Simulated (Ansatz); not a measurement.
# BaRe (CsCl type): a single-point run

Wanted: a converged single-point run for BaRe (CsCl type), and a check of what comes out. The structure is shown as the input types it.

Computed with Ansatz 0.2.0 (DFT r2SCAN, scalar-relativistic, plane waves, PAW, unless a step's input says otherwise).

## (1) The system as given

The structure is cubic, space group Pm-3m (No. 221). The conventional cell has a = 3.705 Å, b = 3.705 Å, c = 3.705 Å, α = 90.00°, β = 90.00°, γ = 90.00°. Around Ba (site symmetry m-3m) lie 8 Re at 3.21 Å. Around Re (site symmetry m-3m) lie 8 Ba at 3.21 Å.

As a file:

```cif
data_structure
_symmetry_space_group_name_H-M 'P 1'
_symmetry_Int_Tables_number 1
_cell_length_a 3.7046
_cell_length_b 3.7046
_cell_length_c 3.7046
_cell_angle_alpha 90.000
_cell_angle_beta 90.000
_cell_angle_gamma 90.000
_cell_volume 50.84
loop_
_atom_site_label
_atom_site_type_symbol
_atom_site_fract_x
_atom_site_fract_y
_atom_site_fract_z
_atom_site_occupancy
Ba1 Ba 0.00000 0.00000 0.00000 1
Re1 Re 0.50000 0.50000 0.50000 1
```

## (2) Running it

input.yaml reads:

```yaml
crystal:
  lattice:
    - [3.7045746453, 0.0, 0.0]
    - [0.0, 3.7045746453, 0.0]
    - [0.0, 0.0, 3.7045746453]
  atoms:
    - { symbol: Ba, position: [0.0, 0.0, 0.0] }
    - { symbol: Re, position: [0.5, 0.5, 0.5] }
basis:
  ecutwfc: 500
  ecutrho_ratio: 4
kpoints:
  mp_grid: { grid: [10, 10, 10] }
hamiltonian:
  xc: r2scan
scf:
  occupations: { method: gaussian, width: 0.05 }
  mixing: { algorithm: anderson, beta: 0.005, ndim: 1 }
  max_iter: 50
output:
  forces: true
  stress: true
```

Run with:

```sh
ansatz run input.yaml --threads 2 --pin off --max-ram 2662MiB --backend cpu --events-out ev --progress --plain --runs-dir out
```

What happens when this is run?

The run converged and reported no error. Convergence says nothing about whether the input makes sense.

Look at the input: scf.mixing.algorithm is anderson; scf.mixing.beta is 0.005; scf.mixing.ndim is 1. The risk: mixing too weak. The residual crept for many cycles and then fell at once, which so weak a step can't do by itself: the program changed its mixing. Several mixing settings were changed at once, so this run can't tell how much each is to blame.

Run again and compare: delete scf.mixing.algorithm, scf.mixing.beta and scf.mixing.ndim (the default then holds).
